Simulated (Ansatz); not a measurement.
# CHBFNS: a spread of methods and bases

Aim: run CHBFNS under a spread of inputs, and see what each costs and gives.

Program: Ansatz 0.2.0, Gaussian basis. Level of theory: the settings change from run to run. These are calculated values, not measurements.

## Step 1: The relaxed structure

The structure was relaxed beforehand with PBE0-D4 in a triple-zeta def2 set.

6 atoms, charge 0, spin multiplicity 1.

Atoms are counted from 1 here; the program's logs count them from 0.

Bond lengths: F1–B2 1.298 Å, B2–N3 1.468 Å, B2–S5 1.867 Å, N3–C4 1.279 Å, C4–S5 1.804 Å, C4–H6 1.092 Å. Angles: F1–B2–N3 130.6°, F1–B2–S5 130.9°, N3–B2–S5 98.4°, B2–N3–C4 88.6°, N3–C4–S5 109.7°, N3–C4–H6 127.1°, S5–C4–H6 123.2°, B2–S5–C4 63.2°.

## Step 2: r2SCAN/def2-SVP

Set apart from the defaults: D3(BJ) dispersion, high accuracy.

in.yaml

```yaml
crystal:
  periodic: [false, false, false]
  atoms:
    - {symbol: F, position_ang: [-0.131837, -1.945904, -1.167539]}
    - {symbol: B, position_ang: [-0.023619, -0.821052, -0.528165]}
    - {symbol: N, position_ang: [-0.711514, -0.335559, 0.674516]}
    - {symbol: C, position_ang: [-0.043429, 0.750829, 0.581263]}
    - {symbol: S, position_ang: [1.049260, 0.671666, -0.851826]}
    - {symbol: H, position_ang: [-0.096862, 1.615920, 1.245551]}
basis:
  gaussian: {orbitals: def2-SVP}
hamiltonian: {xc: {name: r2SCAN}, dispersion: d3bj}
accuracy: high
```

Run with:

```console
ansatz run in.yaml --threads 2 --pin off --events-out ev --progress --plain --max-ram 4352MiB
```

Log:

```text
Warning: the engine holds no damping parameters fitted to this dispersion correction and functional, so the run takes those fitted to r2scan beside the three-body term, which d3bj leaves out (hamiltonian.dispersion, under Limitations)
Functional definition: r2SCAN
  name "r2SCAN"
  cite "Furness, Kaplan, Ning, Perdew & Sun, J. Phys. Chem. Lett. 11, 8208 (2020) doi:10.1021/acs.jpclett.0c02405"
  cite "Furness, Kaplan, Ning, Perdew & Sun, J. Phys. Chem. Lett. 11, 9248 (2020) doi:10.1021/acs.jpclett.0c03077"
  parent r2scan
  parameter k0 = 0.174
  parameter k1 = 0.065
  parameter a1 = 4.9479
  exchange = r2scan_x(k0 = k0, k1 = k1, a1 = a1)
  correlation = r2scan_c
1778 factors; integrals over basis functions are off by at most 3.4e-9 eV
mean field evaluation 1: about -16754.0392 eV, gradient 5.8e1 eV
mean field evaluation 2: about -16704.7972 eV, gradient 1.4e2 eV
mean field evaluation 4: about -16760.5164 eV, gradient 1.9e1 eV
mean field evaluation 8: about -16761.3195 eV, gradient 4.8e-1 eV
mean field evaluation 16: about -16761.3200 eV, gradient 4.7e-5 eV
mean field -16761.31996498 eV, -615.9671474824 hartree, gradient 4.4e-8 eV, S^2 0.000000; 0 other end points of the search recorded, 0 dependent functions left out
reference -16761.31996559 eV, -615.9671475046 hartree; 22, 22 occupied and 57, 57 virtual orbitals, 1778 factors
Total energy: -16761.35239030 eV, -615.9683390909 hartree
```

Wall time 6 s (2 threads of Arm Neoverse V1, shared host).

## Step 3: LC-wPBE/STO-3G

Set apart from the defaults: charge +1, multiplicity 2, restricted open-shell orbitals, a grid of angular degree 47, a point charge of -1.00 e beside it.

in.yaml, as its differences from that of step 2:

```diff
@@ -10,4 +10,5 @@
 basis:
-  gaussian: {orbitals: def2-SVP}
-hamiltonian: {xc: {name: r2SCAN}, dispersion: d3bj}
-accuracy: high
+  gaussian: {orbitals: STO-3G, final_grid: {core_spheres: 20, valence_spheres: 16, degree: 47}, point_charges: [{charge: -1.00, position_ang: [3.568, -0.038, 0.161]}]}
+total_charge: 1
+magnetization: {spin_polarized: false, initial_magnetization: 1}
+hamiltonian: {xc: {name: LC-wPBE}}
```

Same command.

Log, cut to the lines that bear on the results:

```text
Functional definition: LC-wPBE
  name "LC-wPBE"
  cite "Vydrov & Scuseria, J. Chem. Phys. 125, 234109 (2006) doi:10.1063/1.2409292"
  cite "Heyd & Scuseria, J. Chem. Phys. 120, 7274 (2004) doi:10.1063/1.1668634"
  cite "Ernzerhof & Perdew, J. Chem. Phys. 109, 3313 (1998) doi:10.1063/1.476928"
  cite "Perdew, Burke & Ernzerhof, Phys. Rev. Lett. 77, 3865 (1996) doi:10.1103/PhysRevLett.77.3865"
  parent pbe
[...]
393 factors; integrals over basis functions are off by at most 3.3e-5 eV
160 factors; integrals over basis functions are off by at most 1.4e-6 eV
[...]
mean field -16562.08549886 eV, -608.6454158983 hartree, gradient 2.6e-5 eV, S^2 0.750000; 2 other end points of the search recorded, 0 dependent functions left out
reference -16562.08549886 eV, -608.6454158984 hartree; 22, 21 occupied and 8, 9 virtual orbitals, 393 factors
Total energy: -16562.08549886 eV, -608.6454158984 hartree
```

It took 2.1 s on 2 threads of Arm Neoverse V1, shared host.

## Step 4: PBE/aug-cc-pVDZ

This run has coordinates scaled by 1.05, D3(BJ) with three-body dispersion, high accuracy, the search for lower states set to light.

in.yaml

```yaml
crystal:
  periodic: [false, false, false]
  atoms:
    - {symbol: F, position_ang: [-0.138429, -2.043199, -1.225916]}
    - {symbol: B, position_ang: [-0.024800, -0.862105, -0.554574]}
    - {symbol: N, position_ang: [-0.747090, -0.352337, 0.708242]}
    - {symbol: C, position_ang: [-0.045601, 0.788370, 0.610326]}
    - {symbol: S, position_ang: [1.101723, 0.705250, -0.894417]}
    - {symbol: H, position_ang: [-0.101705, 1.696716, 1.307828]}
basis:
  gaussian: {orbitals: aug-cc-pVDZ}
hamiltonian: {xc: {name: PBE}, dispersion: d3bjatm}
accuracy: high
scf: {lower_state_search: light}
output: {forces: true}
```

Same command.

Log, cut to the lines that bear on the results:

```text
Functional definition: PBE
  name "PBE"
  cite "Perdew, Burke & Ernzerhof, Phys. Rev. Lett. 77, 3865 (1996) doi:10.1103/PhysRevLett.77.3865"
  parent pbe
[...]
2522 factors; integrals over basis functions are off by at most 3.6e-9 eV
[...]
mean field -16762.39609390 eV, -616.0066944908 hartree, gradient 3.5e-8 eV, S^2 0.000000; 0 other end points of the search recorded, 0 dependent functions left out
[...]
reference -16762.39610109 eV, -616.0066947548 hartree; 22, 22 occupied and 106, 106 virtual orbitals, 2522 factors
Total energy: -16762.52464961 eV, -616.0114188259 hartree
Atom 0 at    -0.138429    -2.043199    -1.225916 Å, force     0.141402     1.308320     0.724002 eV/Å
Atom 1 at    -0.024800    -0.862105    -0.554574 Å, force    -0.176400     0.284961     0.419297 eV/Å
Atom 2 at    -0.747090    -0.352337     0.708242 Å, force     1.782532     1.448754    -1.249017 eV/Å
Atom 3 at    -0.045601     0.788370     0.610326 Å, force    -0.666594    -1.306670    -0.060685 eV/Å
Atom 4 at     1.101723     0.705250    -0.894417 Å, force    -1.148772    -0.790282     0.904040 eV/Å
Atom 5 at    -0.101705     1.696716     1.307828 Å, force     0.067831    -0.945082    -0.737637 eV/Å
Dipole moment:     0.120967     0.310792     0.061811 e Å
```

Run time: 9 s. Hardware: 2 threads of Arm Neoverse V1, shared host; peak memory 0.4 GiB.

Largest force 2.615 eV/Å, dipole 1.63 D.

## Step 5: HF/6-31G*

Options: high accuracy.

in.yaml

```yaml
crystal:
  periodic: [false, false, false]
  atoms:
    - {symbol: F, position_ang: [-0.131837, -1.945904, -1.167539]}
    - {symbol: B, position_ang: [-0.023619, -0.821052, -0.528165]}
    - {symbol: N, position_ang: [-0.711514, -0.335559, 0.674516]}
    - {symbol: C, position_ang: [-0.043429, 0.750829, 0.581263]}
    - {symbol: S, position_ang: [1.049260, 0.671666, -0.851826]}
    - {symbol: H, position_ang: [-0.096862, 1.615920, 1.245551]}
basis:
  gaussian: {orbitals: "6-31G*"}
hamiltonian: {xc: {name: HF}}
accuracy: high
```

Same command.

Log:

```text
Functional definition: HF
  name "HF"
  cite "Fock, Z. Phys. 61, 126 (1930) doi:10.1007/BF01340294"
  parent pbe
  exchange = exact_x
  correlation = 0
1749 factors; integrals over basis functions are off by at most 3.3e-9 eV
mean field evaluation 1: about -16720.4087 eV, gradient 3.8e1 eV
mean field evaluation 2: about -16720.4645 eV, gradient 3.8e1 eV
mean field evaluation 4: about -16723.7190 eV, gradient 3.6e0 eV
mean field evaluation 8: about -16723.7937 eV, gradient 2.7e-1 eV
mean field -16723.79417528 eV, -614.5881001467 hartree, gradient 3.4e-8 eV, S^2 0.000000; 0 other end points of the search recorded, 0 dependent functions left out
reference -16723.79417528 eV, -614.5881001467 hartree; 22, 22 occupied and 59, 59 virtual orbitals, 1749 factors
Total energy: -16723.79417528 eV, -614.5881001467 hartree
```

Wall time 1.2 s (2 threads of Arm Neoverse V1, shared host).

## Step 6: B3LYP5/ANO-RCC-VTZP

This run has the search for lower states set to light.

in.yaml, as its differences from that of step 5:

```diff
@@ -10,4 +10,4 @@
 basis:
-  gaussian: {orbitals: "6-31G*"}
-hamiltonian: {xc: {name: HF}}
-accuracy: high
+  gaussian: {orbitals: ANO-RCC-VTZP}
+hamiltonian: {xc: {name: B3LYP5}}
+scf: {lower_state_search: light}
```

Launched as before.

Log, cut to the lines that bear on the results:

```text
Functional definition: B3LYP5
  name "B3LYP5"
  cite "Stephens, Devlin, Chabalowski & Frisch, J. Phys. Chem. 98, 11623 (1994) doi:10.1021/j100096a001"
  cite "Becke, Phys. Rev. A 38, 3098 (1988) doi:10.1103/PhysRevA.38.3098"
  cite "Lee, Yang & Parr, Phys. Rev. B 37, 785 (1988) doi:10.1103/PhysRevB.37.785"
  cite "Vosko, Wilk & Nusair, Can. J. Phys. 58, 1200 (1980) doi:10.1139/p80-159"
[...]
1318 factors; their error is unknown
[...]
mean field -16805.56291017 eV, -617.5930457290 hartree, gradient 8.8e-5 eV, S^2 0.000000; 0 other end points of the search recorded, 0 dependent functions left out
reference -16805.56317303 eV, -617.5930553889 hartree; 22, 22 occupied and 146, 146 virtual orbitals, 1318 factors
Total energy: -16805.56317303 eV, -617.5930553889 hartree
Relativity: scalar
```

Run time: 5.5 s. Hardware: 2 threads of Arm Neoverse V1, shared host; peak memory 0.32 GiB.

## Step 7: RPBE/def2-TZVPD

Options: unrestricted orbitals.

in.yaml, as its differences from that of step 6:

```diff
@@ -10,4 +10,4 @@
 basis:
-  gaussian: {orbitals: ANO-RCC-VTZP}
-hamiltonian: {xc: {name: B3LYP5}}
-scf: {lower_state_search: light}
+  gaussian: {orbitals: def2-TZVPD}
+magnetization: {spin_polarized: true, initial_magnetization: 0}
+hamiltonian: {xc: {name: RPBE}}
```

The command is unchanged.

Log:

```text
Functional definition: RPBE
  name "RPBE"
  cite "Hammer, Hansen & Nørskov, Phys. Rev. B 59, 7413 (1999) doi:10.1103/PhysRevB.59.7413"
  cite "Perdew, Burke & Ernzerhof, Phys. Rev. Lett. 77, 3865 (1996) doi:10.1103/PhysRevLett.77.3865"
  parameter kappa = 0.804
  parameter beta = 0.06672455060314922
  exchange = rpbe_x(kappa = kappa, mu = beta*pi^2/3)
  correlation = pbe_c(beta = beta)
1059 factors; their error is unknown
mean field evaluation 1: about -16762.0693 eV, gradient 5.5e1 eV
mean field evaluation 2: about -16621.4888 eV, gradient 1.4e2 eV
mean field evaluation 4: about -16770.8158 eV, gradient 3.1e1 eV
mean field evaluation 8: about -16774.7336 eV, gradient 2.5e-1 eV
mean field evaluation 16: about -16774.7193 eV, gradient 2.1e-4 eV
mean field -16774.71934803 eV, -616.4595657271 hartree, gradient 1.3e-5 eV, S^2 0.000000; 0 other end points of the search recorded, 0 dependent functions left out
reference -16774.71940509 eV, -616.4595678239 hartree; 22, 22 occupied and 184, 184 virtual orbitals, 1059 factors
Total energy: -16774.71940509 eV, -616.4595678239 hartree
```

Wall time 4.9 s (2 threads of Arm Neoverse V1, shared host); peak memory 0.29 GiB.

⟨S²⟩ 0.000.

## Step 8: PBE-QIDH/6-31G*

This run has atoms shaken by 0.08 Å, a grid of angular degree 47, finite nuclei.

in.yaml

```yaml
crystal:
  periodic: [false, false, false]
  atoms:
    - {symbol: F, position_ang: [-0.153148, -1.842118, -1.094316]}
    - {symbol: B, position_ang: [-0.005246, -0.883009, -0.555972]}
    - {symbol: N, position_ang: [-0.545301, -0.520689, 0.691441]}
    - {symbol: C, position_ang: [-0.180458, 0.723742, 0.669119]}
    - {symbol: S, position_ang: [0.923484, 0.585973, -0.946252]}
    - {symbol: H, position_ang: [-0.170547, 1.659221, 1.188172]}
basis:
  gaussian: {orbitals: "6-31G*", final_grid: {core_spheres: 20, valence_spheres: 16, degree: 47}, nuclear_model: gaussian}
hamiltonian: {xc: {name: PBE-QIDH}}
```

The command is unchanged.

Log, cut to the lines that bear on the results:

```text
Functional definition: PBE-QIDH
  name "PBE-QIDH"
  cite "Brémond, Sancho-García, Pérez-Jiménez & Adamo, J. Chem. Phys. 141, 031101 (2014) doi:10.1063/1.4890314"
  cite "Perdew, Burke & Ernzerhof, Phys. Rev. Lett. 77, 3865 (1996) doi:10.1103/PhysRevLett.77.3865"
[...]
744 factors; integrals over basis functions are off by at most 1.0e-3 eV
[...]
mean field -16748.23714122 eV, -615.4863625768 hartree, gradient 3.7e-6 eV, S^2 0.000000; 0 other end points of the search recorded, 0 dependent functions left out
9 core orbitals not correlated: weight in the atoms' cores, before any rotation towards them, 1.000 or more for the frozen orbitals, at most 0.000 for the correlated occupied ones
reference -16748.23714808 eV, -615.4863628290 hartree; 13, 13 occupied and 59, 59 virtual orbitals, 744 factors
second order -19.90187226 eV of doubles, -0.00000000 eV of singles
Total energy: -16754.87110550 eV, -615.7301562675 hartree
```

It took 3.2 s on 2 threads of Arm Neoverse V1, shared host.

## Step 9: wB97M-V/6-31++G**

in.yaml

```yaml
crystal:
  periodic: [false, false, false]
  atoms:
    - {symbol: F, position_ang: [-0.131837, -1.945904, -1.167539]}
    - {symbol: B, position_ang: [-0.023619, -0.821052, -0.528165]}
    - {symbol: N, position_ang: [-0.711514, -0.335559, 0.674516]}
    - {symbol: C, position_ang: [-0.043429, 0.750829, 0.581263]}
    - {symbol: S, position_ang: [1.049260, 0.671666, -0.851826]}
    - {symbol: H, position_ang: [-0.096862, 1.615920, 1.245551]}
basis:
  gaussian: {orbitals: "6-31++G**"}
hamiltonian: {xc: {name: wB97M-V}}
output: {forces: true}
```

Launched as before.

Log, cut to the lines that bear on the results:

```text
Functional definition: wB97M-V
  name "wB97M-V"
  cite "Mardirossian & Head-Gordon, J. Chem. Phys. 144, 214110 (2016) doi:10.1063/1.4952647"
  cite "Becke, J. Chem. Phys. 107, 8554 (1997) doi:10.1063/1.475007"
  cite "Vydrov & Van Voorhis, J. Chem. Phys. 133, 244103 (2010) doi:10.1063/1.3521275"
  # Of w^i u^j: cxij and so on, Table III.
[...]
  gx(w, u) = 1 - cx + cx01*u + cx10*w
  gss(w, u) = css00 + css04*u^4 + css10*w + css20*w^2 + css43*w^4*u^3
  gos(w, u) = cos00 + cos10*w + (cos20 + cos21*u)*w^2 + (cos60 + cos61*u)*w^6
[...]
      + integral(e_c_pw_mod_opposite_spin*gos(b97_w_opposite, b97_u_opposite)) + vv10(b, c)
910 factors; integrals over basis functions are off by at most 9.2e-4 eV
253 factors; integrals over basis functions are off by at most 1.6e-5 eV
[...]
mean field -16770.67569511 eV, -616.3109642231 hartree, gradient 6.7e-5 eV, S^2 0.000000; 0 other end points of the search recorded, 0 dependent functions left out
[...]
reference -16770.67577371 eV, -616.3109671116 hartree; 22, 22 occupied and 83, 83 virtual orbitals, 910 factors
Total energy: -16770.67577371 eV, -616.3109671116 hartree
Atom 0 at    -0.131837    -1.945904    -1.167539 Å, force    -0.039452    -0.521569    -0.310062 eV/Å
Atom 1 at    -0.023619    -0.821052    -0.528165 Å, force     0.030844     0.314288     0.177947 eV/Å
Atom 2 at    -0.711514    -0.335559     0.674516 Å, force    -0.245452    -0.280454     0.116180 eV/Å
Atom 3 at    -0.043429     0.750829     0.581263 Å, force     0.061636     0.450429     0.232921 eV/Å
Atom 4 at     1.049260     0.671666    -0.851826 Å, force     0.215708     0.043308    -0.242229 eV/Å
Atom 5 at    -0.096862     1.615920     1.245551 Å, force    -0.023284    -0.006002     0.025243 eV/Å
Dipole moment:     0.133695     0.304095     0.041134 e Å
```

Wall time 9.5 s (2 threads of Arm Neoverse V1, shared host); peak memory 0.27 GiB.

Largest force 0.608 eV/Å, dipole 1.61 D.

## Step 10: HF/cc-pVDZ

Set apart from the defaults: charge +1, multiplicity 2, finite nuclei.

in.yaml, as its differences from that of step 9:

```diff
@@ -10,4 +10,6 @@
 basis:
-  gaussian: {orbitals: "6-31++G**"}
-hamiltonian: {xc: {name: wB97M-V}}
+  gaussian: {orbitals: cc-pVDZ, nuclear_model: gaussian}
+total_charge: 1
+magnetization: {spin_polarized: true, initial_magnetization: 1}
+hamiltonian: {xc: {name: HF}}
 output: {forces: true}
```

Launched as before.

Log, cut to the lines that bear on the results:

```text
Functional definition: HF
  name "HF"
  cite "Fock, Z. Phys. 61, 126 (1930) doi:10.1007/BF01340294"
  parent pbe
[...]
763 factors; integrals over basis functions are off by at most 9.8e-4 eV
[...]
mean field -16715.75635309 eV, -614.2927156295 hartree, gradient 1.7e-5 eV, S^2 0.877764; 3 other end points of the search recorded, 0 dependent functions left out
[...]
reference -16715.75635309 eV, -614.2927156295 hartree; 22, 21 occupied and 57, 58 virtual orbitals, 763 factors
Total energy: -16715.75635309 eV, -614.2927156295 hartree
Atom 0 at    -0.131837    -1.945904    -1.167539 Å, force     0.355134     1.321595     0.463533 eV/Å
Atom 1 at    -0.023619    -0.821052    -0.528165 Å, force    -1.514343    -3.247237    -0.329527 eV/Å
Atom 2 at    -0.711514    -0.335559     0.674516 Å, force     0.657752    -0.561522    -1.217299 eV/Å
Atom 3 at    -0.043429     0.750829     0.581263 Å, force     0.369798     1.978251     0.898373 eV/Å
Atom 4 at     1.049260     0.671666    -0.851826 Å, force     0.018256     0.556631     0.360897 eV/Å
Atom 5 at    -0.096862     1.615920     1.245551 Å, force     0.113404    -0.047719    -0.175978 eV/Å
Dipole moment:     0.382813     0.809252     0.075352 e Å
```

Wall time 2.7 s (2 threads of Arm Neoverse V1, shared host).

Largest force 3.598 eV/Å, ⟨S²⟩ 0.878. The spin excess of 0.13 shows a contaminated determinant.

## Step 11: The runs in one table

```
              level  charge  multiplicity               geometry  functions  energy (eV)   time
    r2SCAN/def2-SVP       0             1                relaxed         79   -16761.352    6 s
     LC-wPBE/STO-3G       1             2  relaxed, point charge         30   -16562.085  2.1 s
    PBE/aug-cc-pVDZ       0             1                 scaled        128   -16762.525    9 s
          HF/6-31G*       0             1                relaxed         81   -16723.794  1.2 s
B3LYP5/ANO-RCC-VTZP       0             1                relaxed        168   -16805.563  5.5 s
    RPBE/def2-TZVPD       0             1                relaxed        206   -16774.719  4.9 s
    PBE-QIDH/6-31G*       0             1                 shaken         81   -16754.871  3.2 s
  wB97M-V/6-31++G**       0             1                relaxed        105   -16770.676  9.5 s
         HF/cc-pVDZ       1             2                relaxed         79   -16715.756  2.7 s
```

## Step 12: Summary of results

```
                                         quantity                     value
                                             runs                         9
                                         quickest          HF/6-31G*, 1.2 s
                                          slowest  wB97M-V/6-31++G**, 9.5 s
spread of total energies, same state and geometry                   81.8 eV
```

**Reading.** Run time spans a factor of 8, from HF/6-31G* to wB97M-V/6-31++G**. The jobs differ in tasks and options as well as level. The totals spread over 82 eV; they can't be compared across methods or bases. Some of these runs are scalar-relativistic and others not, which shifts the totals of all-electron atoms past neon by eV; core potentials, where a basis has them, take the core out of the total altogether. At the PBE0-D4/def2-TZVP geometry and in the same state, runs without warnings or point charges leave forces up to 0.61 eV/Å (wB97M-V/6-31++G**), against 2.6 eV/Å where the atoms were moved.
